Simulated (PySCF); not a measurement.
# C5H8NPS: the cost of one run

The runs use PySCF 2.14.0, with density-fitted response routines of our own; the level of theory stands in each step. All values are computed, except where a source is named. Atoms count from 0, in the outputs and in this text.

## 1. The molecule as given

16 atoms, charge 0, multiplicity 1; geometry from: GFN2-xTB.

Bonds of the start (Å): C0–N1 1.44, N1–C2 1.44, N1–C3 1.37, C3–C4 1.37, C4–P5 1.76, P5–C6 1.70, C6–S7 1.72, S7–C3 1.74, C0–H8 1.09, C0–H9 1.09, C0–H10 1.10, C2–H11 1.09, C2–H12 1.10, C2–H13 1.09, C4–H14 1.08, C6–H15 1.07.

## 2. TDDFT and polarisability: B3LYP/def2-SVPD

Job settings and geometry (Å):

```
{"job": {"kind": "uv", "xc": "B3LYP", "basis": "def2-SVPD", "nstates": 8, "ntriplets": 3}, "charge": 0, "multiplicity": 1}
C     -1.342113     1.264805    -0.673296
N     -0.802717    -0.010420    -0.268284
C     -1.672080    -0.876738     0.492864
C      0.547439    -0.111873    -0.061579
C      1.204349    -1.125382     0.578535
P      2.961543    -1.077053     0.630320
C      3.052040     0.390683    -0.217626
S      1.580764     1.129630    -0.717052
H     -0.789552     1.635025    -1.537444
H     -2.383826     1.136452    -0.961511
H     -1.284521     2.015938     0.124464
H     -1.410444    -1.917562     0.301956
H     -1.607681    -0.689728     1.571736
H     -2.698270    -0.717136     0.169236
H      0.682111    -1.947518     1.036867
H      3.955359     0.909821    -0.480597
```

Level: TDDFT B3LYP/def2-SVPD, vertical, gas phase, core orbitals frozen in the response.

Run with:

```
$ OMP_NUM_THREADS=1 python probes_run.py task.json out
```

The driver reads the jobs from task.json and runs them one after another.

Q: Estimate the wall time and peak memory of this job on 1 thread of Intel Xeon 6975P-C, shared host.

About 32 s, with a peak of 0.91 GiB.
